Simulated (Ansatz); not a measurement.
The system is HfIn4SiO6.

```
Hf In Si O
1.0
     2.71585   -4.70357    0.00833
     2.71585    4.70357    0.00833
    -1.87915    0.00000    7.40127
Hf In Si O
1 4 1 6
Direct
  0.78835 0.21165 0.00000
  0.62175 0.37825 0.50000
  0.45502 0.54498 0.00000
  0.28407 0.71593 0.50000
  0.95814 0.04186 0.50000
  0.12168 0.87832 0.00000
  0.06219 0.11415 0.86666
  0.88585 0.93781 0.13334
  0.79490 0.53784 0.86663
  0.46216 0.20510 0.13337
  0.15352 0.62879 0.13333
  0.37121 0.84648 0.86667
```

The cell was built by a generator and needn't be a form met in nature.

```yaml
Program: Ansatz 0.2.0
Task: single point
Functional: PBE
Potentials_or_basis: Ansatz PAW
Cutoff: "420 eV (not typed: the program's choice for these potentials)"
k_mesh: 6 × 6 × 4
Occupations: fermi-dirac, width 0.05 eV
Spin: no spin polarisation
```

On this cell: pressure 0.0 GPa; largest force 0.013 eV/Å; band gap on the k mesh none (metal or under the smearing width).

The same run follows on a disturbed copy (atoms moved at random, drawn with an rms of 0.05 Å):

```
Hf In Si O
1.0
     2.71585   -4.70357    0.00833
     2.71585    4.70357    0.00833
    -1.87915    0.00000    7.40127
Hf In Si O
1 4 1 6
Direct
  0.79814 0.21049 0.00787
  0.60814 0.38382 0.49927
  0.45037 0.54161 0.99591
  0.28386 0.71739 0.50237
  0.95191 0.03805 0.49763
  0.11396 0.87178 0.00216
  0.05514 0.10977 0.85882
  0.87766 0.94005 0.13393
  0.79611 0.54315 0.86007
  0.46794 0.20229 0.12997
  0.14642 0.62634 0.13966
  0.36891 0.84690 0.86786
```

What changes?

The energy (extrapolated to zero smearing) moves by +14.9 meV/atom; pressure -0.3 GPa; largest force 1.389 eV/Å; band gap on the k mesh none (metal or under the smearing width).

Forces in eV/Å, atoms in the order of the input:
```
Hf  -0.096  1.123 -0.812
In   0.073 -0.256  0.070
In  -0.073 -0.257 -0.419
In  -0.072  0.139  0.140
In   0.011  0.097  0.152
Si   0.608 -0.312 -0.861
O    0.043 -0.016  0.705
O    0.100 -0.948  0.175
O   -0.258 -0.135  0.786
O   -0.428  0.740  0.263
O    0.185  0.126 -0.307
O   -0.093 -0.301  0.108
```

Stress tensor (GPa, compression positive):
```
-0.11  0.43  0.14
 0.43  0.21  0.41
 0.14  0.41 -1.15
```
